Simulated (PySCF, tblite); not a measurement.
# C₆H₁₁O₂P: geometry, infrared bands and NMR shifts

What infrared bands and NMR shifts should C₆H₁₁O₂P (`COC1=CCP(CO)C1`) show?

Programs: tblite 0.8.0 and PySCF 2.14.0, with density-fitted response routines of our own. Each step states its level of theory. These are calculated values for one molecule in the gas phase, unless marked as measured. Atoms count from 0, in the outputs and in this text.

## Step 1: The molecule as given

20 atoms, charge 0, multiplicity 1; geometry from: force field or distance geometry start.

Bonds of the start (Å): C0–O1 1.41, O1–C2 1.43, C2–C3 1.26, C3–C4 1.48, C4–P5 1.87, P5–C6 1.87, C6–O7 1.37, P5–C8 1.89, C8–C2 1.47, C0–H9 1.12, C0–H10 1.09, C0–H11 1.11, C3–H12 1.13, C4–H13 1.09, C4–H14 1.10, C6–H15 1.10, C6–H16 1.12, O7–H17 0.98, C8–H18 1.08, C8–H19 1.10.

## Step 2: Geometry optimisation with GFN2-xTB

What the job is given:

```
{"job": {"kind": "relax", "xc": "GFN2-xTB", "basis": "xTB"}, "charge": 0, "multiplicity": 1}
C      3.060800     0.794100    -0.544500
O      1.818400     0.487300    -1.132900
C      0.798600    -0.209400    -0.409700
C      0.727100    -0.204200     0.852200
C     -0.357500    -0.938100     1.545300
P     -1.600400    -0.992400     0.151700
C     -2.410400     0.692800     0.057500
O     -3.704900     0.651100    -0.385800
C     -0.238300    -0.937300    -1.163900
H      3.645400     1.329600    -1.331800
H      3.594600    -0.123100    -0.289400
H      2.980300     1.526200     0.284400
H      1.484700     0.330400     1.499400
H     -0.733700    -0.434600     2.436600
H     -0.025300    -1.966800     1.729900
H     -1.856300     1.335500    -0.640600
H     -2.441600     1.195200     1.053800
H     -4.175400    -0.204200    -0.320400
H      0.067900    -1.956200    -1.375200
H     -0.639100    -0.365200    -2.019500
```

Run with:

```
OMP_NUM_THREADS=1 python probes_run.py task.json out
```

The driver reads the jobs from task.json and runs them one after another.

**Question.** This job is followed by: GFN2-xTB harmonic vibrations, gas phase; GIAO PBE0/pcSseg-1 NMR shielding, non-relativistic, gas phase. Predict these results of the whole session: strongest single infrared mode (GFN2-xTB); zero-point energy (GFN2-xTB); 13C shifts against TMS (PBE0/pcSseg-1); 1H shifts against TMS (PBE0/pcSseg-1, means over atoms taken as alike); 17O shifts against H2O (PBE0/pcSseg-1); 31P shifts against H3PO4 (PBE0/pcSseg-1); surface potential, 1st and 99th percentile.

The runs gave:

| quantity | value |
| --- | --- |
| strongest single infrared mode (GFN2-xTB) | 1721 cm⁻¹, 115 km/mol |
| zero-point energy (GFN2-xTB) | 100.0 kcal/mol |
| 13C shifts against TMS (PBE0/pcSseg-1) | 169.8, 95.7, 68.7, 58.1, 35.0, 29.3 ppm |
| 1H shifts against TMS (PBE0/pcSseg-1, means over atoms taken as alike) | 4.42, 4.03, 3.76, 2.80, 2.31, -0.14 ppm |
| 17O shifts against H2O (PBE0/pcSseg-1) | 114.8, 24.7 ppm |
| 31P shifts against H3PO4 (PBE0/pcSseg-1) | -49.1 ppm |
| surface potential, 1st and 99th percentile | -1.53 V and 1.80 V |

What this shows: Relaxing lowered the energy by 0.950 eV in 106 steps; the close pair that moved most is O1–C2, from 1.431 to 1.359 Å. No mode is imaginary among the 54: a minimum at this level. The strongest single mode, at 1721 cm⁻¹, moves mainly C2 and C3. Unscaled tight-binding wavenumbers are off by several per cent, some by more. Its intensities can rank the bands wrongly. The most deshielded carbon is C2 (alkene carbon bearing oxygen), at 169.8 ppm: an sp2 carbon further deshielded by the attached heteroatom. At PBE0/pcSseg-1: Shielding is most anisotropic at O1 (span 209 ppm, paramagnetic term -176 ppm).
